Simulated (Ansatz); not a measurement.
Predict the output of the script below (Ansatz's Python interface).

Script `bde_gah6no3.py`:
```python
# -*- coding: utf-8 -*-
import ansatz as az
from ase import Atoms

BASIS = "def2-SVPD"
FUNCTIONAL = "cam_b3lyp"


def energy_of(molecule, charge=0, unpaired=0):
    calc = molecule.calculation().basis(gaussian=BASIS).functional(FUNCTIONAL)
    if charge:
        calc = calc.charge(charge)
    if unpaired:
        calc = calc.spin("collinear", total=unpaired)
    report = calc.run().report
    if report["published_state_doubts"]:
        print("  doubts:", report["published_state_doubts"])
    return report["free_energy_ev"]

def without(molecule, index):
    rest = az.Crystal.molecule()
    for i, site in enumerate(molecule.cartesian_sites):
        if i != index:
            rest = rest.atom(site.symbol, site.position_ang)
    return rest

atoms = Atoms(["N", "Ga", "O", "O", "O", "H", "H", "H", "H", "H", "H"], positions=[
    [-1.2235, 0.4916, 0.5342],
    [0.4393, -0.1634, 0.0464],
    [1.4512, -0.2884, 1.5325],
    [1.3184, 0.9707, -1.1608],
    [0.2436, -1.8255, -0.7184],
    [-1.1642, 1.4989, 0.9489],
    [-1.7081, -0.0964, 1.214],
    [-1.8332, 0.6302, -0.3358],
    [2.349, -0.6373, 1.2623],
    [0.5926, 1.0395, -1.8732],
    [-0.3998, -1.677, -1.4295],
])
mol = az.Crystal.molecule_from_ase(atoms)

whole = energy_of(mol, 0)
hydrogen = energy_of(az.Crystal.molecule().atom("H", (0, 0, 0)), 0, 1)
print(f"E(molecule) = {whole:.5f} eV, E(H) = {hydrogen:.5f} eV")
for index in [7, 10]:
    radical = energy_of(without(mol, index), 0, 1)
    print(f"H{index}: homolysis {96.485332 * (radical + hydrogen - whole):.1f} kJ/mol")
    anion = energy_of(without(mol, index), -1)
    print(f"H{index}: loss of a proton {96.485332 * (anion - whole):.1f} kJ/mol")
```

Running `python bde_gah6no3.py` prints:
```text
E(molecule) = -60098.07081 eV, E(H) = -13.54842 eV
H7: homolysis 520.7 kJ/mol
H7: loss of a proton 1365.9 kJ/mol
H10: homolysis 489.0 kJ/mol
H10: loss of a proton 1663.2 kJ/mol
```

Notes:
- Total energies depend on the basis set; only differences at equal settings carry meaning.
- The geometry is a force-field or estimated start, not a minimum of this method, and the basis set is short of its limit. All parts are taken at fixed geometry, without zero-point energy.
- Run time: 2.9 min on 1 thread of Arm Neoverse V1 (shared host), peak memory 1.2 GiB.
